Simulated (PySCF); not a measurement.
# BFH5Sb: the cost of one run

Computed with PySCF 2.14.0 and routines of our own; the level stands in each step. Atoms count from 0.

## Step 1: The system as given

8 atoms, charge 0, multiplicity 1; geometry from: GFN2-xTB.

## Step 2: Relaxing the molecule at PBE0-D3(BJ)/def2-SVP

The job: settings as JSON, then the geometry in Å.

```
{"job": {"xc": "PBE0", "basis": "def2-SVP", "d3": "d3bj", "grid": 1, "maxiter": 30, "shake": 0.01, "kind": "geom"}, "charge": 0, "multiplicity": 1}
F      1.580230     0.225670    -1.096960
B      1.534150    -0.088130     0.202130
Sb    -1.041770    -0.031010     0.182060
H      1.787620    -1.212140     0.443570
H      1.790630     0.774810     0.949380
H     -1.519610     1.400170    -0.541510
H     -1.554660    -0.904030    -1.130780
H     -2.521450    -0.184480     0.939650
```

Started as:

```console
$ OMP_NUM_THREADS=1 python heavy_run.py task.json out
```

The driver reads the jobs from task.json and runs them one after another.

**Question.** How long does this first job take on 1 thread of Arm Neoverse V2, shared host, and how much memory does it need?

About 35 s, with a peak of 0.34 GiB.
